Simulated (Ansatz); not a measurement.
# WS2 (Tungstenite): a point defect seen from the nuclei (As on an S site)

How do the nuclei near a point defect see it? The defect is As on an S site in WS2 (Tungstenite) (cell charge -1), first unrelaxed. The cell is a supercell built from an entry of the Crystallography Open Database (COD) (the entry's cell lengths or inner coordinates differ somewhat from later room-temperature determinations). Planned: a single point, then a relaxation, then a check of width with method.

The COD entry's cell or inner coordinates are ideal or old and differ from later refinements, so a difference from it is no clean test against experiment.

Program: Ansatz 0.2.0. Level of theory: DFT, PBE, plane-wave PAW, default files, scalar-relativistic, as far as a step names no other. These are calculated values, not measurements.

### 1 The system as given

It takes space group P3m1 (No. 156, trigonal). The conventional cell has a = 9.540 Å, b = 9.540 Å, c = 12.500 Å, α = 90.00°, β = 90.00°, γ = 120.00°. W (site symmetry 3m) has 6 S at 2.41 Å as nearest neighbours. Around W (site symmetry 1) lie 6 S at 2.41 Å. W (site symmetry m) has 5 S at 2.41 Å and 1 As at 2.41 Å as nearest neighbours. W (site symmetry m) has 6 S at 2.41 Å as nearest neighbours. As (site symmetry 3m) has 3 W at 2.41 Å as nearest neighbours. Only part of the 21 independent sites is listed.

Structure file:

```
W As S
1.0
     9.54000    0.00000    0.00000
    -4.77000    8.26188    0.00000
     0.00000    0.00000   12.50000
W As S
18 1 35
Direct
  0.11111 0.22222 0.25000
  0.11111 0.55556 0.25000
  0.11111 0.88889 0.25000
  0.44444 0.22222 0.25000
  0.44444 0.55556 0.25000
  0.44444 0.88889 0.25000
  0.77778 0.22222 0.25000
  0.77778 0.55556 0.25000
  0.77778 0.88889 0.25000
  0.22222 0.11111 0.75000
  0.22222 0.44444 0.75000
  0.22222 0.77778 0.75000
  0.55556 0.11111 0.75000
  0.55556 0.44444 0.75000
  0.55556 0.77778 0.75000
  0.88889 0.11111 0.75000
  0.88889 0.44444 0.75000
  0.88889 0.77778 0.75000
  0.11111 0.22222 0.62500
  0.11111 0.55556 0.62500
  0.11111 0.88889 0.62500
  0.44444 0.22222 0.62500
  0.44444 0.55556 0.62500
  0.44444 0.88889 0.62500
  0.77778 0.22222 0.62500
  0.77778 0.55556 0.62500
  0.77778 0.88889 0.62500
  0.22222 0.11111 0.12500
  0.22222 0.44444 0.12500
  0.22222 0.77778 0.12500
  0.55556 0.11111 0.12500
  0.55556 0.44444 0.12500
  0.55556 0.77778 0.12500
  0.88889 0.11111 0.12500
  0.88889 0.44444 0.12500
  0.88889 0.77778 0.12500
  0.11111 0.22222 0.87500
  0.11111 0.55556 0.87500
  0.11111 0.88889 0.87500
  0.44444 0.22222 0.87500
  0.44444 0.55556 0.87500
  0.44444 0.88889 0.87500
  0.77778 0.22222 0.87500
  0.77778 0.55556 0.87500
  0.77778 0.88889 0.87500
  0.22222 0.11111 0.37500
  0.22222 0.44444 0.37500
  0.22222 0.77778 0.37500
  0.55556 0.11111 0.37500
  0.55556 0.44444 0.37500
  0.55556 0.77778 0.37500
  0.88889 0.11111 0.37500
  0.88889 0.44444 0.37500
  0.88889 0.77778 0.37500
```

Atom 19 of the input is the impurity.

### 2 Gradients at the starting positions

input.yaml reads:

```yaml
crystal:
  lattice:
    - [9.54, 0.0, 0.0]
    - [-4.77, 8.261882352, 0.0]
    - [0.0, 0.0, 12.5]
  atoms:
    - { symbol: W, position: [0.1111111111, 0.2222222222, 0.25] }
    - { symbol: W, position: [0.1111111111, 0.5555555556, 0.25] }
    - { symbol: W, position: [0.1111111111, 0.8888888889, 0.25] }
    - { symbol: W, position: [0.4444444444, 0.2222222222, 0.25] }
    - { symbol: W, position: [0.4444444444, 0.5555555556, 0.25] }
    - { symbol: W, position: [0.4444444444, 0.8888888889, 0.25] }
    - { symbol: W, position: [0.7777777778, 0.2222222222, 0.25] }
    - { symbol: W, position: [0.7777777778, 0.5555555556, 0.25] }
    - { symbol: W, position: [0.7777777778, 0.8888888889, 0.25] }
    - { symbol: W, position: [0.2222222222, 0.1111111111, 0.75] }
    - { symbol: W, position: [0.2222222222, 0.4444444444, 0.75] }
    - { symbol: W, position: [0.2222222222, 0.7777777778, 0.75] }
    - { symbol: W, position: [0.5555555556, 0.1111111111, 0.75] }
    - { symbol: W, position: [0.5555555556, 0.4444444444, 0.75] }
    - { symbol: W, position: [0.5555555556, 0.7777777778, 0.75] }
    - { symbol: W, position: [0.8888888889, 0.1111111111, 0.75] }
    - { symbol: W, position: [0.8888888889, 0.4444444444, 0.75] }
    - { symbol: W, position: [0.8888888889, 0.7777777778, 0.75] }
    - { symbol: As, position: [0.1111111111, 0.2222222222, 0.625] }
    - { symbol: S, position: [0.1111111111, 0.5555555556, 0.625] }
    - { symbol: S, position: [0.1111111111, 0.8888888889, 0.625] }
    - { symbol: S, position: [0.4444444444, 0.2222222222, 0.625] }
    - { symbol: S, position: [0.4444444444, 0.5555555556, 0.625] }
    - { symbol: S, position: [0.4444444444, 0.8888888889, 0.625] }
    - { symbol: S, position: [0.7777777778, 0.2222222222, 0.625] }
    - { symbol: S, position: [0.7777777778, 0.5555555556, 0.625] }
    - { symbol: S, position: [0.7777777778, 0.8888888889, 0.625] }
    - { symbol: S, position: [0.2222222222, 0.1111111111, 0.125] }
    - { symbol: S, position: [0.2222222222, 0.4444444444, 0.125] }
    - { symbol: S, position: [0.2222222222, 0.7777777778, 0.125] }
    - { symbol: S, position: [0.5555555556, 0.1111111111, 0.125] }
    - { symbol: S, position: [0.5555555556, 0.4444444444, 0.125] }
    - { symbol: S, position: [0.5555555556, 0.7777777778, 0.125] }
    - { symbol: S, position: [0.8888888889, 0.1111111111, 0.125] }
    - { symbol: S, position: [0.8888888889, 0.4444444444, 0.125] }
    - { symbol: S, position: [0.8888888889, 0.7777777778, 0.125] }
    - { symbol: S, position: [0.1111111111, 0.2222222222, 0.875] }
    - { symbol: S, position: [0.1111111111, 0.5555555556, 0.875] }
    - { symbol: S, position: [0.1111111111, 0.8888888889, 0.875] }
    - { symbol: S, position: [0.4444444444, 0.2222222222, 0.875] }
    - { symbol: S, position: [0.4444444444, 0.5555555556, 0.875] }
    - { symbol: S, position: [0.4444444444, 0.8888888889, 0.875] }
    - { symbol: S, position: [0.7777777778, 0.2222222222, 0.875] }
    - { symbol: S, position: [0.7777777778, 0.5555555556, 0.875] }
    - { symbol: S, position: [0.7777777778, 0.8888888889, 0.875] }
    - { symbol: S, position: [0.2222222222, 0.1111111111, 0.375] }
    - { symbol: S, position: [0.2222222222, 0.4444444444, 0.375] }
    - { symbol: S, position: [0.2222222222, 0.7777777778, 0.375] }
    - { symbol: S, position: [0.5555555556, 0.1111111111, 0.375] }
    - { symbol: S, position: [0.5555555556, 0.4444444444, 0.375] }
    - { symbol: S, position: [0.5555555556, 0.7777777778, 0.375] }
    - { symbol: S, position: [0.8888888889, 0.1111111111, 0.375] }
    - { symbol: S, position: [0.8888888889, 0.4444444444, 0.375] }
    - { symbol: S, position: [0.8888888889, 0.7777777778, 0.375] }
total_charge: -1
kpoints:
  mp_grid: { grid: [3, 3, 2] }
scf:
  occupations: { method: fermi_dirac, width: 0.01 }
hamiltonian:
  xc: pbe
  pseudopotentials: { kind: paw }
output:
  forces: true
  stress: true
  populations: true
  efg:
    quadrupole_moments_barn: { As: 0.311, S: -0.0694 }
    contact_densities: true
```

Command:

```sh
$ ansatz run input.yaml --threads 4 --pin off --max-ram 8192MiB --backend cpu --events-out ev --progress --plain --runs-dir out
```

Standard output:

```text
Warning: RAYON_NUM_THREADS=4 ignored (pool sized by the plan → 4); use --threads N
W: output.efg is read without spin–orbit coupling, which moves field gradients at and beside such atoms by some per cent and up to a factor of two; PAW files take it under magnetization.noncollinear and magnetization.spin_orbit
Engine: ansatz 0.2.0, aarch64-unknown-linux-gnu
Pseudopotentials: kind: paw
Pseudopotential: W, paw, valence charge 14, recommended cutoff 420 eV (normal), W.paw.azcp
Pseudopotential: As, paw, valence charge 15, recommended cutoff 420 eV (normal), As.paw.azcp
Pseudopotential: S, paw, valence charge 6, recommended cutoff 420 eV (normal), S.paw.azcp
Functional definition: PBE
  parameter kappa = 0.804
  parameter beta = 0.06672455060314922
  exchange = pbe_x(kappa = kappa, mu = beta*pi^2/3)
  correlation = pbe_c(beta = beta)
Crystal: 54 atoms, lattice volume = 985.229 Å³
Basis set: ecut = 420 eV, 19181 PW (Γ), exchange–correlation on 128×128×180 points (8 copies of the dense FFT grid, shifted against one another)
Bands: 293, of which v1, the nominal top of the filled ones, is band 239 counted from 1 (238 counted from 0)
Symmetry: 6 space group operations
Space group: P3m1 (ITA 156), of the structure as read, at distance tolerance 1.0e-4 Å
k-points: 6 of 18 (time reversal used)
Non-local potential: W, projectors of the file, l = 0: 3, l = 1: 2, l = 2: 2, l = 3: 1
Non-local potential: As, projectors of the file, l = 0: 2, l = 1: 2, l = 2: 3, l = 3: 1
Non-local potential: S, projectors of the file, l = 0: 2, l = 1: 2, l = 2: 2
PAW form: soft (Blöchl's): semilocal exchange-correlation on the pseudo side does not see the compensation charge
PAW one-centre angular grid: W, 590 points (default); XC on 64 Gauss nodes
PAW one-centre angular grid: As, 590 points (default); XC on 64 Gauss nodes
PAW one-centre angular grid: S, 110 points (default); XC on 64 Gauss nodes
Initial density: superposition of atomic densities (neutral atoms scaled as one to the charged cell's electrons: chi_scale 0, normalization atom), corrected by the library's trained network
Initial wavefunctions: pseudopotential atomic-orbital guess
Functional: x = pbe(κ = 0.804, μ = 0.2195149727645171), c = pbe(β = 0.06672455060314922)
SCF iter   1: F=—  HF=-223385.892053 eV  |F-HF|=—  |Δ(HF+E_count)|=         —  Δρ=6.70e-3  dr2=1.04e0  ethr=1.77e-3  ⟨swp⟩=6.0  Hψ=7134  notcnv=0  defer=34
preconditioner: auto → Resta (q_TF=auto, 2.418 Å⁻¹)  ε∞=7.4  [insulator: Δε(μ)=1.065 eV  Ē_g=8.390 eV  σ=0.010 eV  W_gap=1.00  n_scr=236 (ndim 8)  ℏωp=21.3 eV  f_vac=0.024  D(μ)=0.00/eV (n_scr^D=0)  ε∞_Penn≈7.4]
SCF iter   2: F=—  HF=-223385.794914 eV  |F-HF|=—  |Δ(HF+E_count)|=   9.71e-2  Δρ=3.35e-3  dr2=1.73e-1  ethr=2.18e-4  ⟨swp⟩=2.3  Hψ=2384  notcnv=0  defer=285
SCF iter   3: F=—  HF=-223385.794845 eV  |F-HF|=—  |Δ(HF+E_count)|=   6.86e-5  Δρ=1.57e-3  dr2=7.38e-2  ethr=3.63e-5  ⟨swp⟩=2.0  Hψ=2063  notcnv=0  defer=285
[... 5 lines left out ...]
SCF iter   9: F=—  HF=-223385.783015 eV  |F-HF|=—  |Δ(HF+E_count)|=   2.70e-7  Δρ=6.92e-6  dr2=1.08e-6  ethr=1.98e-9  ⟨swp⟩=2.0  Hψ=2472  notcnv=0  defer=287
SCF iter  10: F=—  HF=-223385.783015 eV  |F-HF|=—  |Δ(HF+E_count)|=   1.68e-7  Δρ=2.77e-6  dr2=1.24e-7  ethr=2.27e-10  ⟨swp⟩=2.2  Hψ=2481  notcnv=0  defer=287
SCF iter  11: F=-223385.783015 eV  HF=-223385.783015 eV  |F-HF|=1.19e-8  |Δ(HF+E_count)|=   8.54e-8  Δρ=1.16e-6  dr2=2.02e-8  ethr=2.09e-11  ⟨swp⟩=11.0  Hψ=7808  notcnv=0
SCF 1 converged in 11 iterations: F = -223385.783015 eV  dr2 = 2.02e-8
SCF converged after 11 iterations
Free energy (F): -223385.783015 eV
Harris-Foulkes:  -223385.783015 eV  (|F-HF|=1.19e-8)
Internal energy: -223385.783015 eV  (E = F + TS)
E sigma→0 (E₀):  -223385.783015 eV
Fermi energy:    11.886632 eV
--- Per-component energies (eV) ---
[... 15 lines left out ...]
--- Forces (eV/Å), atoms counted from 1 ---
  atom   1  W      0.00000000    -0.00000000     0.01747753
  atom   2  W      0.00900428    -0.00022764    -0.02031316
  atom   3  W      0.00430500     0.00791176    -0.02031316
[... 67 lines left out ...]
  atom  29  S  V_zz =    -4.807771   η = 0.0120   by run symmetry: allowed   C_q = +8.0678 MHz
            electrostatic potential = -1638.000417 V   contact ρ = 19770.726896 e/Å³
  atom  30  S  V_zz =    -4.784899   η = 0.0040   by run symmetry: allowed   C_q = +8.0295 MHz
            electrostatic potential = -1637.994743 V   contact ρ = 19770.710143 e/Å³
  atom  31  S  V_zz =    -4.784899   η = 0.0040   by run symmetry: allowed   C_q = +8.0295 MHz
            electrostatic potential = -1637.994743 V   contact ρ = 19770.710143 e/Å³
  atom  32  S  V_zz =    -4.795368   η = 0.0015   by run symmetry: allowed   C_q = +8.0470 MHz
            electrostatic potential = -1637.997824 V   contact ρ = 19770.721488 e/Å³
  atom  33  S  V_zz =    -4.784899   η = 0.0040   by run symmetry: allowed   C_q = +8.0295 MHz
            electrostatic potential = -1637.994743 V   contact ρ = 19770.710143 e/Å³
  atom  34  S  V_zz =    -4.807771   η = 0.0120   by run symmetry: allowed   C_q = +8.0678 MHz
            electrostatic potential = -1638.000417 V   contact ρ = 19770.726896 e/Å³
  atom  35  S  V_zz =    -4.795368   η = 0.0015   by run symmetry: allowed   C_q = +8.0470 MHz
            electrostatic potential = -1637.997824 V   contact ρ = 19770.721488 e/Å³
  atom  36  S  V_zz =    -4.795368   η = 0.0015   by run symmetry: allowed   C_q = +8.0470 MHz
            electrostatic potential = -1637.997824 V   contact ρ = 19770.721488 e/Å³
  atom  37  S  V_zz =    -4.781421   η = 0.0000   by run symmetry: allowed   C_q = +8.0236 MHz
            electrostatic potential = -1638.515355 V   contact ρ = 19770.088408 e/Å³
  atom  38  S  V_zz =    -4.307028   η = 0.2565   by run symmetry: allowed   C_q = +7.2276 MHz
            electrostatic potential = -1638.499645 V   contact ρ = 19770.046157 e/Å³
  atom  39  S  V_zz =    -4.307028   η = 0.2565   by run symmetry: allowed   C_q = +7.2276 MHz
            electrostatic potential = -1638.499645 V   contact ρ = 19770.046157 e/Å³
  atom  40  S  V_zz =    -4.307028   η = 0.2565   by run symmetry: allowed   C_q = +7.2276 MHz
            electrostatic potential = -1638.499645 V   contact ρ = 19770.046157 e/Å³
  atom  41  S  V_zz =    -4.307028   η = 0.2565   by run symmetry: allowed   C_q = +7.2276 MHz
            electrostatic potential = -1638.499645 V   contact ρ = 19770.046157 e/Å³
  atom  42  S  V_zz =    -4.527587   η = 0.0000   by run symmetry: allowed   C_q = +7.5977 MHz
            electrostatic potential = -1638.416683 V   contact ρ = 19770.139895 e/Å³
  atom  43  S  V_zz =    -4.307028   η = 0.2565   by run symmetry: allowed   C_q = +7.2276 MHz
            electrostatic potential = -1638.499645 V   contact ρ = 19770.046157 e/Å³
  atom  44  S  V_zz =    -4.555009   η = 0.0000   by run symmetry: allowed   C_q = +7.6437 MHz
            electrostatic potential = -1638.421522 V   contact ρ = 19770.194671 e/Å³
  atom  45  S  V_zz =    -4.307028   η = 0.2565   by run symmetry: allowed   C_q = +7.2276 MHz
            electrostatic potential = -1638.499645 V   contact ρ = 19770.046157 e/Å³
  atom  46  S  V_zz =    -4.687110   η = 0.0062   by run symmetry: allowed   C_q = +7.8654 MHz
            electrostatic potential = -1638.003062 V   contact ρ = 19771.002489 e/Å³
  atom  47  S  V_zz =    -4.687110   η = 0.0062   by run symmetry: allowed   C_q = +7.8654 MHz
            electrostatic potential = -1638.003062 V   contact ρ = 19771.002489 e/Å³
  atom  48  S  V_zz =    -4.772334   η = 0.0127   by run symmetry: allowed   C_q = +8.0084 MHz
            electrostatic potential = -1638.000443 V   contact ρ = 19770.723252 e/Å³
  atom  49  S  V_zz =    -4.772334   η = 0.0127   by run symmetry: allowed   C_q = +8.0084 MHz
            electrostatic potential = -1638.000443 V   contact ρ = 19770.723252 e/Å³
  atom  50  S  V_zz =    -4.810726   η = 0.0134   by run symmetry: allowed   C_q = +8.0728 MHz
            electrostatic potential = -1638.001953 V   contact ρ = 19770.731813 e/Å³
  atom  51  S  V_zz =    -4.772334   η = 0.0127   by run symmetry: allowed   C_q = +8.0084 MHz
            electrostatic potential = -1638.000443 V   contact ρ = 19770.723252 e/Å³
  atom  52  S  V_zz =    -4.687110   η = 0.0062   by run symmetry: allowed   C_q = +7.8654 MHz
            electrostatic potential = -1638.003062 V   contact ρ = 19771.002489 e/Å³
  atom  53  S  V_zz =    -4.810726   η = 0.0134   by run symmetry: allowed   C_q = +8.0728 MHz
            electrostatic potential = -1638.001953 V   contact ρ = 19770.731813 e/Å³
  atom  54  S  V_zz =    -4.810726   η = 0.0134   by run symmetry: allowed   C_q = +8.0728 MHz
            electrostatic potential = -1638.001953 V   contact ρ = 19770.731813 e/Å³
--- Band table (eV; the first three rows and the last of 6) ---
[... 4 lines left out ...]
--- Löwdin populations: 54 sites ---
  site symbol       q [e]
[... 54 lines left out ...]
  spilling = 0.008901 (of n_electrons = 478.000000)
```

It took 93 s on 4 threads of Arm Neoverse V2, shared host; peak memory 5.5 GiB.

The run ends with gap on the mesh 0.77 eV, largest force 3.967 eV/Å, pressure 2.9 GPa.

Site by site (atoms counted from 1): 11 of 21, those nearest the defect, the farthest of each element and the two largest gradients.

| site | atoms | distance from the defect (Å) | V_zz (10²¹ V/m²) | η | C_Q (MHz) |
| --- | --- | --- | --- | --- | --- |
| As | 19 | 0.00 | -13.34 | 0.00 | -100 (⁷⁵As) |
| W10 | 10, 11, 16 | 2.41 | -22.4 | 0.03 | – |
| S37 | 37 | 3.12 | -4.78 | 0.00 | 8.02 (³³S) |
| S20 | 20, 21, 22, 23, … | 3.18 | -4.65 | 0.13 | 7.80 (³³S) |
| S46 | 46, 47, 52 | 3.62 | -4.69 | 0.01 | 7.87 (³³S) |
| W14 | 14, 17, 18 | 3.99 | -16.86 | 0.13 | – |
| S38 | 38, 39, 40, 41, … | 4.46 | -4.31 | 0.26 | 7.23 (³³S) |
| W1 | 1 | 4.69 | -18.40 | 0.00 | – |
| S50 | 50, 53, 54 | 4.82 | -4.81 | 0.01 | 8.07 (³³S) |
| W6 | 6 | 7.23 | -18.04 | 0.00 | – |
| S30 | 30, 31, 33 | 7.92 | -4.78 | 0.00 | 8.03 (³³S) |

V_zz is the principal component of the electric field gradient with the largest magnitude, η = (V_xx − V_yy)/V_zz and C_Q = eQV_zz/h. Q values from Pyykkö, Mol. Phys. 116, 1328 (2018). A dash under C_Q marks elements without a common quadrupolar isotope.

Direction of the V_zz axis (Cartesian unit vector):

| site | atom | x | y | z |
| --- | --- | --- | --- | --- |
| W1 | 1 | 0.00 | 0.00 | 1.00 |
| W2 | 2 | 0.01 | 0.00 | 1.00 |
| W6 | 6 | 0.00 | 0.00 | 1.00 |
| W8 | 8 | 0.00 | 0.00 | 1.00 |
| W10 | 10 | 0.26 | -0.15 | 0.95 |
| W12 | 12 | 0.01 | 0.01 | 1.00 |
| W14 | 14 | 0.00 | 0.00 | 1.00 |
| As | 19 | 0.00 | 0.00 | 1.00 |
| S20 | 20 | 0.06 | -0.05 | 1.00 |
| S24 | 24 | 0.00 | 0.00 | 1.00 |

[end of part 1 of 3]
